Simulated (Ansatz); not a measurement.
# HfOs (distorted cell): a check of forces and pressure against finite differences

Computed with Ansatz's Python interface.

Notebook, run cell by cell (the value of a cell's last expression is shown):

**Cell 1**
```python
import ansatz as az
import numpy as np

vectors0 = np.array([
    [3.22696, -0.03749, 0.02042],
    [-0.03749, 3.27931, -0.01524],
    [0.02042, -0.01524, 3.25485],
])
sites = [
    ("Hf", (0.99831, 0.00174, 0.99988)),
    ("Os", (0.49702, 0.49708, 0.50566)),
]


def crystal_on(cell):
    crystal = az.Crystal(lattice=az.Lattice.of(cell))
    for symbol, position in sites:
        crystal = crystal.atom(symbol, position)
    return crystal
```

**Cell 2**
```python
def solve(crystal):
    return (
        crystal.calculation()
        .functional("pbesol")
        .occupations("fermi_dirac")
        .basis(540, xc_grid=2)
        .kpoints(6, 6, 6)
        .scf(tolerance=1e-09)
        .forces()
        .stress()
        .run(threads=1)
    ).report
```

**Cell 3**
```python
centre = solve(crystal_on(vectors0))
start = crystal_on(vectors0)
print(f"force on atom 1 along x: analytic {centre['forces_ev_ang'][1][0]:.4f} eV/A")
for h in (0.004, 0.016):
    shift = np.eye(3)[0] * h @ np.linalg.inv(vectors0)
    plus, minus = (solve(start.move(1, to=np.array(sites[1][1]) + sign * shift))["lagrangian_ev"] for sign in (1, -1))
    print(f"  step {h} A: numerical {-(plus - minus) / (2 * h):.4f} eV/A")
volume = abs(np.linalg.det(vectors0))
larger, smaller = (solve(crystal_on(vectors0 * (1 + sign * 0.005) ** (1 / 3)))["lagrangian_ev"] for sign in (1, -1))
numerical = -(larger - smaller) / (0.01 * volume) * 160.21766
print(f"pressure: analytic {np.trace(centre['stress_gpa']) / 3:.3f}, numerical {numerical:.3f} GPa")
```
Output:
```text
DeckWarning: output.stress: scf.convergence.dr2_threshold = 1e-9 eV is looser than the 2e-10 eV advised for a printed stress (1e-10 eV for each atom of the cell: 2). What an SCF threshold leaves in a stress goes as its square root, and in the free energy as [...]
force on atom 1 along x: analytic 0.0414 eV/A
  step 0.004 A: numerical 0.0414 eV/A
  step 0.016 A: numerical 0.0415 eV/A
pressure: analytic -5.622, numerical -5.617 GPa
```

Reading the output:
- No spin polarisation was allowed.
- The mesh is modest for a metal, so energies can be off by several to tens of meV an atom and pressures by half a GPa or more; differences at equal mesh fare better.
- Pressure is positive in compression.
- Spin-orbit coupling, which matters for elements this heavy, is left out.
- The cell is a database structure, distorted on purpose.
- Warnings are shown shortened and without file and line.
- The central difference errs as the square of the step, so the shorter step is the fairer test; what remains comes from the finite grid and the SCF threshold.
- It ran for 74 s on 1 thread of AMD EPYC 7R43 64-Core Processor (Zen 3), on a shared host, peak memory 0.53 GiB.
